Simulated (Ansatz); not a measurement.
# ClHHf: the cost of one run

The runs use Ansatz 0.2.0, Gaussian basis; def2-QZVPP, core rule «outside noble gas», up to 9 orbitals frozen.

To be run: UHF; ROHF; CCSD(T) on UHF.

2 further runs of the same task are left out: 2 set aside as unsound or not needed.

## (1) The system

The geometry is a PBE0/def2-TZVP stationary point (not a proven minimum) of the parent state, kept for this charge and spin. No spin-orbit coupling is included. Elements past krypton take def2 core potentials.

3 atoms, charge 0, spin multiplicity 5.

Atoms are counted from 1 here; the program's logs count them from 0.

Bond lengths: Hf1–Cl2 2.375 Å, Hf1–H3 1.924 Å. Angles: Cl2–Hf1–H3 180.0°.

## (2) UHF

in.yaml reads:

```yaml
crystal:
  periodic: [false, false, false]
  atoms:
    - {symbol: Hf, position_ang: [0.000000, 0.000000, 0.150300]}
    - {symbol: Cl, position_ang: [0.000000, 0.000000, -2.224700]}
    - {symbol: H, position_ang: [0.000000, 0.000000, 2.074400]}
basis:
  gaussian: {orbitals: "def2-QZVPP.json"}
magnetization: {spin_polarized: true, initial_magnetization: 4}
hamiltonian: {xc: hf}
output: {orbitals: {seedname: orbitals}}
```

Started as:

```
$ ansatz run in.yaml --threads 1 --pin off --events-out ev --progress --plain --max-ram 4096MiB --backend cpu
```

Q: Estimate wall time and peak memory on 1 thread of AMD EPYC 7R13, shared host.

About 39 s, with a peak of 0.5 GiB.
